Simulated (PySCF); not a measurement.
# C3H8Si: the cost of one run

Computed with PySCF 2.14.0, with density-fitted response routines of our own, on a single molecule in the gas phase. Atoms count from 0, in the outputs and in this text.

## (1) The molecule as given

12 atoms, charge 0, multiplicity 1; geometry from: GFN2-xTB. The atoms were then displaced at random by about 0.01 Å, so the start is not that level's minimum.

Bonds of the start (Å): C0–Si1 1.91, Si1–C2 1.90, C2–C3 1.54, C3–Si1 1.85, C0–H4 1.06, C0–H5 1.10, C0–H6 1.10, Si1–H7 1.45, C2–H8 1.07, C2–H9 1.06, C3–H10 1.12, C3–H11 1.07.

## (2) Relaxing the molecule at PBE0-D3(BJ)/def2-SVP

Job settings and geometry (Å):

```
{"job": {"xc": "PBE0", "basis": "def2-SVP", "d3": "d3bj", "grid": 1, "shake": 0.01, "kind": "geom"}, "charge": 0, "multiplicity": 1}
C      1.893640     0.200950    -0.156750
Si     0.223030    -0.189010     0.673900
C     -1.227830    -0.814680    -0.375690
C     -1.313680     0.657880     0.075930
H      2.537610    -0.637160    -0.160480
H      1.719980     0.524950    -1.197840
H      2.388250     1.040410     0.347810
H      0.317780    -0.596050     2.064320
H     -1.933080    -1.492760     0.069210
H     -1.093460    -0.970980    -1.420530
H     -2.163020     0.856380     0.777080
H     -1.309540     1.391820    -0.705980
```

Launch:

```console
$ OMP_NUM_THREADS=1 python probes_run.py task.json out
```

This one command runs all jobs of the session in turn.

Q: Estimate the wall time and peak memory of this first job on 1 thread of Arm Neoverse V2, shared host.

About 27 s, with a peak of 0.41 GiB.
